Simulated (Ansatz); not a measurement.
# C₂H₉BSn: a ladder of functionals and wavefunction methods

One table from this session's results is given with a row withheld; the runs are named, their logs left out.

Method: functionals in def2-TZVPP, the program's frozen cores in correlated methods; program: Ansatz 0.2.0, Gaussian basis.

Levels to be run: PBE-D4, r2SCAN-D4, PBE0-D4, B3LYP-D4, ωB97X-V, ωB97M-V, B2PLYP; CCSD(T)/def2-TZVPP; MP2/def2-QZVPP; extrapolation to the limit.

## The geometry

An earlier PBE0-D4 in a triple-zeta def2 set relaxation fixed the geometry. Sn takes the def2 core potential; no spin-orbit term is included.

SMILES `B[CH2][SnH2][CH3]`, 13 atoms, charge 0, spin multiplicity 1.

Atoms are counted from 1 here; the program's logs count them from 0.

Bond lengths: B1–C2 1.510 Å, B1–H5 1.201 Å, B1–H6 1.200 Å, C2–Sn3 2.213 Å, C2–H7 1.090 Å, C2–H8 1.089 Å, Sn3–C4 2.136 Å, Sn3–H9 1.710 Å, Sn3–H10 1.709 Å, C4–H11 1.090 Å, C4–H12 1.090 Å, C4–H13 1.090 Å. Angles: C2–B1–H5 120.4°, C2–B1–H6 120.8°, H5–B1–H6 118.6°, B1–C2–Sn3 94.0°, B1–C2–H7 119.3°, B1–C2–H8 119.5°, Sn3–C2–H7 102.2°, Sn3–C2–H8 104.0°, H7–C2–H8 112.3°, C2–Sn3–C4 106.9°, C2–Sn3–H9 112.2°, C2–Sn3–H10 106.2°, C4–Sn3–H9 110.4°, C4–Sn3–H10 112.2°, H9–Sn3–H10 108.9°, Sn3–C4–H11 109.9°, Sn3–C4–H12 110.3°, Sn3–C4–H13 109.3° and more.

Set-up of the first run:

The input, in.yaml:

```yaml
crystal:
  periodic: [false, false, false]
  atoms:
    - {symbol: B, position_ang: [-1.593032, 1.066703, -0.934237]}
    - {symbol: C, position_ang: [-1.521119, -0.175124, -0.077675]}
    - {symbol: Sn, position_ang: [0.621408, -0.530885, -0.500583]}
    - {symbol: C, position_ang: [1.675109, -0.224282, 1.331742]}
    - {symbol: H, position_ang: [-1.279689, 2.135081, -0.483284]}
    - {symbol: H, position_ang: [-1.869049, 0.993143, -2.099450]}
    - {symbol: H, position_ang: [-1.529112, -0.075898, 1.008072]}
    - {symbol: H, position_ang: [-2.011600, -1.087918, -0.413363]}
    - {symbol: H, position_ang: [1.222040, 0.513668, -1.714130]}
    - {symbol: H, position_ang: [0.738599, -2.144503, -1.050711]}
    - {symbol: H, position_ang: [1.307817, -0.914863, 2.090753]}
    - {symbol: H, position_ang: [2.742717, -0.388851, 1.185549]}
    - {symbol: H, position_ang: [1.516411, 0.799131, 1.672214]}
basis:
  gaussian: {orbitals: def2-TZVPP}
hamiltonian: {xc: pbe, dispersion: d4}
output: {forces: true, orbitals: {seedname: orbitals}}
```

Command:

```sh
ansatz run in.yaml --threads 4 --pin off --events-out ev --progress --plain --max-ram 10444MiB
```

Steps of the session up to this table: PBE-D4 (GGA); r2SCAN-D4 (meta-GGA); PBE0-D4 (hybrid); B3LYP-D4 (hybrid); ωB97X-V (range-separated); ωB97M-V (range-separated); B2PLYP (double hybrid); CCSD(T) in def2-TZVPP; MP2 in def2-QZVPP.

One table of the session follows, with a row left open; its other results are not shown here.

| method | atoms, summed (eV) | atomisation energy (eV) |
| --- | --- | --- |
| PBE-D4 | -8679.015 | 45.416 |
| r2SCAN-D4 | -8684.040 | 45.243 |
| PBE0-D4 | ? | ? |
| B3LYP-D4 | -8686.683 | 45.172 |
| ωB97X-V | -8682.498 | 45.297 |
| ωB97M-V | -8680.315 | 45.238 |
| B2PLYP | -8675.604 | 44.658 |
| HF/def2-TZVPP | -8646.568 | 34.351 |
| MP2/def2-TZVPP | -8658.550 | 44.287 |
| CCSD/def2-TZVPP | -8660.143 | 43.847 |
| CCSD(T)/def2-TZVPP | -8660.452 | 44.343 |
| MP2/CBS | -8669.252 | 45.220 |
| CCSD(T)/CBS | -8671.154 | 45.275 |

Estimate the missing values for PBE0-D4.

The run gave: atoms, summed (eV): -8680.352; atomisation energy (eV): 45.135. In the column «atoms, summed (eV)» it lies between ωB97X-V (-8682.498) and ωB97M-V (-8680.315).
